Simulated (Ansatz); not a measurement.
**ClGe2H4: rigid scan of one bond length in Python**

How does the energy of ClGe2H4 change as one bond is stretched? Wanted for ClGe2H4: a rigid scan of one bond length.

Computed with the Python package of Ansatz 0.2.0. Level of theory: r2SCAN0/def2-SVP.

### Step 1. The system

Bond lengths: Cl1–Ge2 2.113 Å, Ge2–Ge3 2.388 Å, Ge2–H4 1.567 Å, Ge3–H5 1.538 Å, Ge3–H6 1.556 Å, Ge3–H7 1.610 Å. Angles: Cl1–Ge2–Ge3 109.8°, Cl1–Ge2–H4 111.4°, Ge3–Ge2–H4 108.3°, Ge2–Ge3–H5 110.3°, Ge2–Ge3–H6 110.3°, Ge2–Ge3–H7 108.8°, H5–Ge3–H6 110.8°, H5–Ge3–H7 108.8°, H6–Ge3–H7 107.7°.

No structure file is read: the coordinates are typed or built in the script.

### Step 2. The code

File scan.py:

```python
# -*- coding: utf-8 -*-
"""Stretching a bond of ClGe2H4, the rest held rigid."""

import ansatz as az
from ase import Atoms
import matplotlib.pyplot as plt
import numpy as np


def main():
    atoms = Atoms(["Cl", "Ge", "Ge", "H", "H", "H", "H"], positions=[
        [-2.4167, -1.4267, -0.2701],
        [-0.3043, -1.3965, -0.2331],
        [0.4705, 0.8608, -0.1615],
        [0.2573, -2.1496, 1.0215],
        [0.019, 1.6197, -1.421],
        [-0.0442, 1.5684, 1.1247],
        [2.0796, 0.856, -0.106],
    ])
    mol = az.Crystal.molecule_from_ase(atoms)

    symbols = [site.symbol for site in mol.cartesian_sites]
    start = np.array([site.position_ang for site in mol.cartesian_sites])
    axis = (start[6] - start[2]) / np.linalg.norm(start[6] - start[2])
    moving = [6]
    lengths, energies = [1.417, 1.481, 1.546, 1.61, 1.674, 1.739, 1.803, 1.9], []
    for length in lengths:
        xyz = start.copy()
        xyz[moving] += (length - np.linalg.norm(start[6] - start[2])) * axis
        point = az.Crystal.molecule()
        for symbol, place in zip(symbols, xyz):
            point = point.atom(symbol, place.tolist())
        model = (
            point.calculation()
            .basis(gaussian="def2-SVP")
            .functional("r2scan0")
            .spin("collinear", total=1)
        )
        summary = model.run().report
        energies.append(summary["free_energy_ev"])
        print(f"r = {length:6.3f} A  E = {energies[-1]:.5f} eV  <S^2> = {abs(summary['mean_field']['state']['spin_squared']):.3f}")

    # quartic fit about the minimum
    fit = np.polynomial.Polynomial.fit(lengths, np.array(energies) - min(energies), 4).convert()
    roots = [r.real for r in fit.deriv().roots() if abs(r.imag) < 1e-9 and fit.deriv(2)(r.real) > 0]
    r_e = min(roots, key=lambda r: abs(r - lengths[int(np.argmin(energies))]))
    print(f"minimum of the fit at {r_e:.4f} A, force constant {fit.deriv(2)(r_e):.2f} eV/A^2")
    plt.figure(figsize=(4.5, 3))
    plt.plot(lengths, np.array(energies) - min(energies), "o-")
    plt.xlabel("bond length (A)")
    plt.ylabel("E - E(min) (eV)")
    plt.tight_layout()
    plt.savefig("scan.png", dpi=100)


if __name__ == "__main__":
    main()
```

### Step 3. What the engine is handed

The engine receives this input (first run):

```yaml
crystal:
  periodic: [false, false, false]
  atoms:
    - { symbol: Cl, position_ang: [-2.4167, -1.4267, -0.2701] }
    - { symbol: Ge, position_ang: [-0.3043, -1.3965, -0.2331] }
    - { symbol: Ge, position_ang: [0.4705, 0.8608, -0.1615] }
    - { symbol: H, position_ang: [0.2573, -2.1496, 1.0215] }
    - { symbol: H, position_ang: [0.019, 1.6197, -1.421] }
    - { symbol: H, position_ang: [-0.0442, 1.5684, 1.1247] }
    - { symbol: H, position_ang: [1.886651589629804, 0.8565755716672531, -0.11265504740261381] }
basis:
  gaussian:
    orbitals: def2-SVP
hamiltonian:
  xc: r2scan0
magnetization:
  spin_polarized: true
  initial_magnetization: 1.0
```

### Step 4. The run

On the command line:

```sh
python scan.py
```

What it wrote:

```text
r =  1.417 A  E = -125604.01823 eV  <S^2> = 0.754
r =  1.481 A  E = -125604.13086 eV  <S^2> = 0.754
r =  1.546 A  E = -125604.15325 eV  <S^2> = 0.754
r =  1.610 A  E = -125604.10664 eV  <S^2> = 0.754
r =  1.674 A  E = -125604.00890 eV  <S^2> = 0.754
r =  1.739 A  E = -125603.87087 eV  <S^2> = 0.754
r =  1.803 A  E = -125603.70726 eV  <S^2> = 0.754
r =  1.900 A  E = -125603.42445 eV  <S^2> = 0.754
minimum of the fit at 1.5319 A, force constant 17.68 eV/A^2
```

Wall time 40 s (1 thread of AMD EPYC 9R45 (Zen 5), shared host); peak memory 0.51 GiB.

### Step 5. Inputs of later runs

The engine's inputs for some of the other runs:

Run 4, against run 1:

```diff
@@ -10 +10 @@
-    - { symbol: H, position_ang: [1.886651589629804, 0.8565755716672531, -0.11265504740261381] }
+    - { symbol: H, position_ang: [2.0795360333831927, 0.8560001908145924, -0.10600220629372493] }
```

Run 5, against run 1:

```diff
@@ -10 +10 @@
-    - { symbol: H, position_ang: [1.886651589629804, 0.8565755716672531, -0.11265504740261381] }
+    - { symbol: H, position_ang: [2.143497714213332, 0.8558093909463526, -0.1037960828172022] }
```

Run 7, against run 1:

```diff
@@ -10 +10 @@
-    - { symbol: H, position_ang: [1.886651589629804, 0.8565755716672531, -0.11265504740261381] }
+    - { symbol: H, position_ang: [2.2724204771365817, 0.8554248099619317, -0.09934936518483607] }
```

### Step 6. The engine's runs

The 8 runs, in the order started:

| run | distance (Å) | energy from run 3 (eV) | <S²> | SCF cycles | CPU time (s) |
| --- | --- | --- | --- | --- | --- |
| 1 | 1.42 | 0.1350 | 0.75 | 19 | 4.9 |
| 2 | 1.48 | 0.0224 | 0.75 | 19 | 4.9 |
| 3 | 1.55 | 0.0000 | 0.75 | 19 | 4.8 |
| 4 | 1.61 | 0.0466 | 0.75 | 19 | 4.8 |
| 5 | 1.67 | 0.1444 | 0.75 | 18 | 4.8 |
| 6 | 1.74 | 0.2824 | 0.75 | 19 | 5 |
| 7 | 1.80 | 0.4460 | 0.75 | 19 | 5 |
| 8 | 1.90 | 0.7288 | 0.75 | 21 | 5.3 |

### Step 7. Summary of results

```
                        quantity     value
bond length at the fit's minimum  1.5319 Å
                   runs compared         8
                 range of energy  0.729 eV
      lowest point, distance (Å)      1.55
```

What this shows: The lowest point, at 1.55, lies inside the range. The ends stand 0.135 and 0.729 eV above it. The distance scanned is the script's pair 2, 6. What to keep in mind:
- The rest of the molecule is held rigid at a force-field or estimated start geometry, and the basis set is modest; single-reference methods fail as a bond breaks.
- The species is open-shell (spin multiplicity 2).
